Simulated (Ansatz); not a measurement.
# CuO: the cost of one run

Method: DFT r²SCAN, scalar-relativistic, plane waves, PAW, in Ansatz 0.2.0.

**1. The system as given**

Symmetry: Cccm, No. 66, orthorhombic system. The conventional cell has a = 3.806 Å, b = 4.354 Å, c = 5.156 Å, α = 90.00°, β = 90.00°, γ = 90.00°. Around Cu (site symmetry 2/m) lie 4 O at 1.94 Å. O (site symmetry 222) has 4 Cu at 1.94 Å as nearest neighbours.

As a file:

```
CELL_PARAMETERS angstrom
4.34052 0.00000 0.34167
0.00000 3.80590 0.00000
-0.40401 0.00000 5.14015
ATOMIC_POSITIONS crystal
Cu 0.25000 0.25000 0.00000
Cu 0.25000 0.75000 0.50000
O 0.50000 0.00005 0.25000
O 0.50000 0.99995 0.75000
Cu 0.75000 0.75000 0.00000
Cu 0.75000 0.25000 0.50000
O 0.00000 0.50005 0.25000
O 0.00000 0.49995 0.75000
```

An earlier run at r²SCAN left this cell at 10.680 Å³/atom and 0.00 GPa (8×8×8 mesh). The large moments point both ways and cancel.

**2. Field gradients and densities at the nuclei**

input.yaml reads:

```yaml
crystal:
  lattice:
    - [4.3405236676, 0.0, 0.3416725581]
    - [0.0, 3.8058966177, 0.0]
    - [-0.4040111264, 0.0, 5.140151156]
  atoms:
    - { symbol: Cu, position: [0.25, 0.25, 0.0], spin: 0.64 }
    - { symbol: Cu, position: [0.25, -0.25, 0.5], spin: 0.64 }
    - { symbol: O, position: [0.4999999999, 4.57808e-05, 0.25] }
    - { symbol: O, position: [0.4999999999, -4.57808e-05, 0.75] }
    - { symbol: Cu, position: [0.75, 0.75, 0.0], spin: -0.64 }
    - { symbol: Cu, position: [0.75, 0.25, 0.5], spin: -0.64 }
    - { symbol: O, position: [1.0000000001, 0.5000457808, 0.25] }
    - { symbol: O, position: [1.0000000001, 0.4999542192, 0.75] }
basis:
  ecutwfc: 500
  ecutrho_ratio: 4
kpoints:
  mp_grid: { grid: [8, 8, 8] }
hamiltonian:
  xc: r2scan
scf:
  occupations: { method: gaussian, width: 0.05 }
output:
  forces: true
  stress: true
  eigenvalues: true
  populations: true
  efg:
    contact_densities: true
    quadrupole_moments_barn: { Cu: -0.22, O: -0.02558 }
magnetization:
  spin_polarized: true
checkpoint:
  read: start.run
  write: ck
  compress: false
  write_wavefunctions: false
  write_every: 100000
```

The run starts from a saved state of the same cell, the folder start.run.

Run with:

```console
ansatz run input.yaml --threads 2 --pin off --max-ram 5120MiB --backend cpu --events-out ev --progress --plain --runs-dir out
```

Q: Estimate wall time and peak memory on 2 threads of Intel Xeon Platinum 8259CL at 2.50GHz (Skylake/Cascade Lake), shared host.

About 83 s, with a peak of 1.7 GiB.
